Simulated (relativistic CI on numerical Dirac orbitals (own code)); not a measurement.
# I VIII (I⁷⁺): levels and lines

Aim: the low levels of I⁷⁺, their labels and the strongest lines. Configurations built on the next ion are tied to the tabulated ionisation energy.

Method: Dirac-Coulomb-Breit CI, KLI orbitals optimised for each configuration, model QED (radiative potential, 1s self-energy scaled to tabulated hydrogen-like ionisation energies), valence Slater integrals scaled by 0.9, P86 correlation estimate, and configurations built on the next ion tied to the tabulated ionisation energy (semi-empirical). Code: relativistic CI on numerical Dirac orbitals (own code) version 3.

## (1) Starting point

- ion: I⁷⁺ (I VIII)
- nuclear charge: 53
- electrons: 46
- isotope: A = 127
- first configuration typed: [Kr] 4d10

The outer shells:

first configuration typed
```
[Kr] core
4d [↑↓][↑↓][↑↓][↑↓][↑↓]
```

## (2) CI with the chosen configurations

Input settings:

```ini
atom I  Z=53  charge=7  electrons=46
nucleus A=127  rms_radius_fm=4.7500
hamiltonian dirac-coulomb  breit=on  qed=on  c_scale=1
orbitals kli  potential=per-configuration
slater_scale 0.9
correlation anchor
mixing on
configurations
  [Kr] 4d10
  [Kr] 4d9 5s
  [Kr] 4d9 5p
  [Kr] 4d9 5d
  [Kr] 4d9 6s
  [Kr] 4d9 4f
  [Kr] 4d9 5f
  [Kr] 4d8 5s2
  [Kr] 4d8 4f2
  [Kr] 4d8 5s 5p
  [Kr] 4d8 5p2
  [Kr] 4d8 4f 5s
  [Ar] 3d10 4s2 4p5 4d10 4f
  [Kr] 4d9 6p
  [Kr] 4d8 4f 5p
  [Kr] 4d9 6d
  [Kr] 4d9 5g
  [Kr] 4d9 6f
  [Ar] 3d10 4s2 4p5 4d10 5s
  [Ar] 3d10 4s 4p6 4d10 4f
  [Ar] 3d10 4s2 4p5 4d9 5s2
  [Ar] 3d10 4s2 4p5 4d9 5s 5p
  [Ar] 3d10 4s2 4p5 4d10 5p
  [Ar] 3d10 4s2 4p4 4d10 4f2
end
```

Command:

```
> python run_levels.py task.json out
```

One command runs all members of the session, one after another, from task.json.

What does the calculation give? Wanted: lowest level; first excitation; lowest level of the other parity; fastest E1 line.

As calculated:

| quantity | value |
| --- | --- |
| lowest level | 4d10 1S0 |
| first excitation | 4d9 5s 3D3, 381657 cm⁻¹ |
| lowest level of the other parity | 4d9 5p 3P°2, 495647 cm⁻¹ |
| levels in the model | 1793 |
| fastest E1 line (by rate) to the lowest level among the lowest 300 of 1793 levels | 13.27 nm, from 4d9 4f 1P°1 |

**Reading.** 4d10 1S0 comes out lowest; its LS label holds 98 % and its jj label 98 %; over the low levels the means are 80 and 88 %, so jj coupling describes them better. Only configurations built on the next ion are tied to the tabulated ionisation energy; the others can be misplaced by 10,000 cm⁻¹ or more. Lifetimes count radiative decay inside the model alone.
